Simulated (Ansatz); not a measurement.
**GaCF (triplet): the correlation ladder, cc-pVDZ**

Aim: climb from Hartree-Fock through coupled cluster for GaCF (triplet) at one geometry and basis, and see what each rung misses.

Computed with Ansatz 0.2.0, Gaussian basis. Level: cc-pVDZ, core rule «outside noble gas», up to 16 orbitals frozen.

To be run: UHF; CCSD(T) on ROHF; CCSD(T) on UHF; BCCD(T) on ROHF; CISD as a restricted active space (open shells left free, so some higher excitations enter); CCSDT(Q) on ROHF; CCSDT(Q) on UHF.

11 further runs of the same task are left out: 7 for a known fault of the program, 4 set aside as unsound or not needed. Runs told in other sessions of the task aren't counted.

### Step 1. The system

The geometry is a PBE0/def2-TZVP stationary point (not a proven minimum) of the parent state, kept for this charge and spin. No spin-orbit coupling is included. The filled d shell of Ga may be among the frozen orbitals whatever the setting's name suggests.

3 atoms, charge 0, spin multiplicity 3.

Atoms are counted from 1 here; the program's logs count them from 0.

Bond lengths: C1–Ga2 1.921 Å, Ga2–F3 1.736 Å. Angles: C1–Ga2–F3 180.0°.

### Step 2. UHF

in.yaml

```yaml
crystal:
  periodic: [false, false, false]
  atoms:
    - {symbol: C, position_ang: [0.000000, 0.000000, 1.859600]}
    - {symbol: Ga, position_ang: [0.000000, 0.000000, -0.061600]}
    - {symbol: F, position_ang: [0.000000, 0.000000, -1.798000]}
basis:
  gaussian: {orbitals: cc-pVDZ}
magnetization: {spin_polarized: true, initial_magnetization: 2}
hamiltonian: {xc: hf}
output: {orbitals: {seedname: orbitals}}
```

Run with:

```console
$ ansatz run in.yaml --threads 1 --pin off --events-out ev --progress --plain --max-ram 4096MiB --backend cpu
```

After this run come: CCSD(T) on ROHF; CCSD(T) on UHF; BCCD(T) on ROHF; CISD as a restricted active space (open shells left free, so some higher excitations enter); CCSDT(Q) on ROHF; CCSDT(Q) on UHF.

Q: Predict the results of all the runs planned. Wanted: UCCSDT(Q) from the RHF energy; RMP2 from UCCSDT(Q); UMP2 from UCCSDT(Q); RCCSD from UCCSDT(Q); RCCSD(T) from UCCSDT(Q); UCCSD(T) from UCCSDT(Q); RCCSDT(Q) from UCCSDT(Q); T1 diagnostic.

As calculated:

```
                         quantity                      value
    UCCSDT(Q) from the ROHF energy                 -9.9469 eV
              RMP2 from UCCSDT(Q)               +94.5 kJ/mol
              UMP2 from UCCSDT(Q)               +98.2 kJ/mol
             RCCSD from UCCSDT(Q)               +37.4 kJ/mol
          RCCSD(T) from UCCSDT(Q)                +8.4 kJ/mol
          UCCSD(T) from UCCSDT(Q)                +8.3 kJ/mol
         RCCSDT(Q) from UCCSDT(Q)                +0.7 kJ/mol
levels within 1 kcal/mol (43 meV)  RCCSDT, UCCSDT, RCCSDT(Q)
                    T1 diagnostic                      0.028
```

**Reading.** RCCSD(T) misses by +8.4 kJ/mol, 0.9 % of the correlation energy. These misses are within one basis, not against nature; the frozen cores of restricted and unrestricted runs differ, which can shift their rows.
